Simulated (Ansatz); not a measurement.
# BeBH₃ (singlet): wave-function methods side by side at distance B1–Be2 = 2.109 Å, cc-pVDZ

How much of the correlation energy of BeBH₃ (singlet) does each wave-function method recover here?

Computed with Ansatz 0.2.0, Gaussian basis. Level: cc-pVDZ, core rule «outside noble gas», up to 2 orbitals frozen.

The runs, in order: UHF; CCSD(T) on RHF; BCCD(T) on RHF; CISD; CCSDT(Q) on RHF; CASSCF and MRCISD+Q, 2 electrons in 2 orbitals; CASSCF and NEVPT2, 2 electrons in 2 orbitals.

18 further runs of the same task are left out: 4 for a mislabelled method, 10 that didn't finish, 4 set aside as unsound or not needed.

### 1 The geometry

The geometry derives from a PBE0/def2-TZVP stationary point (not a proven minimum). One bond is set to the value named and the two fragments are kept rigid.

5 atoms, charge 0, spin multiplicity 1.

Atoms are counted from 1 here; the program's logs count them from 0.

Bond lengths: B1–Be2 2.109 Å, B1–H3 1.202 Å, B1–H4 1.202 Å, Be2–H5 1.341 Å. Angles: Be2–B1–H3 123.4°, Be2–B1–H4 123.4°, H3–B1–H4 113.2°, B1–Be2–H5 180.0°.

### 2 UHF

in.yaml

```yaml
crystal:
  periodic: [false, false, false]
  atoms:
    - {symbol: B, position_ang: [0.000000, 0.000000, 0.925727]}
    - {symbol: Be, position_ang: [0.000000, 0.000000, -1.183273]}
    - {symbol: H, position_ang: [0.000000, 1.003181, 1.587583]}
    - {symbol: H, position_ang: [0.000000, -1.003180, 1.587583]}
    - {symbol: H, position_ang: [0.000000, 0.000000, -2.524502]}
basis:
  gaussian: {orbitals: cc-pVDZ}
magnetization: {spin_polarized: true, initial_magnetization: 0}
hamiltonian: {xc: hf}
output: {orbitals: {seedname: orbitals}}
```

Started as:

```sh
> ansatz run in.yaml --threads 1 --pin off --events-out ev --progress --plain --max-ram 2393MiB
```

Further steps of the session: CCSD(T) on RHF; BCCD(T) on RHF; CISD; CCSDT(Q) on RHF; CASSCF and MRCISD+Q, 2 electrons in 2 orbitals; CASSCF and NEVPT2, 2 electrons in 2 orbitals.

**Question.** What will the summary of the whole plan be? Wanted: RCCSDT(Q) below the RHF energy; RMP2 from RCCSDT(Q); RCCSD from RCCSDT(Q); RCCSD(T) from RCCSDT(Q); NEVPT2 pair from RCCSDT(Q); MRCISD+Q pair from RCCSDT(Q); T1 diagnostic.

**Answer**, as computed:

```
                         quantity                                     value
   RCCSDT(Q) below the RHF energy                                -4.3184 eV
              RMP2 from RCCSDT(Q)                               +1004.0 meV
             RCCSD from RCCSDT(Q)                                 +96.9 meV
          RCCSD(T) from RCCSDT(Q)                                 +21.6 meV
       NEVPT2 pair from RCCSDT(Q)                               +1026.0 meV
     MRCISD+Q pair from RCCSDT(Q)                                 -11.7 meV
levels within 1 kcal/mol (43 meV)  RCCSD(T), BCCD(T), RCCSDT, MRCISD+Q pair
                    T1 diagnostic                                     0.007
```

In words: RCCSD(T) misses by +21.6 meV, 0.5 % of the correlation energy. Of the multireference levels listed MRCISD+Q pair comes nearest in total energy (-11.7 meV), which doesn't show that its space is the better one. These misses are within one basis, not against nature.
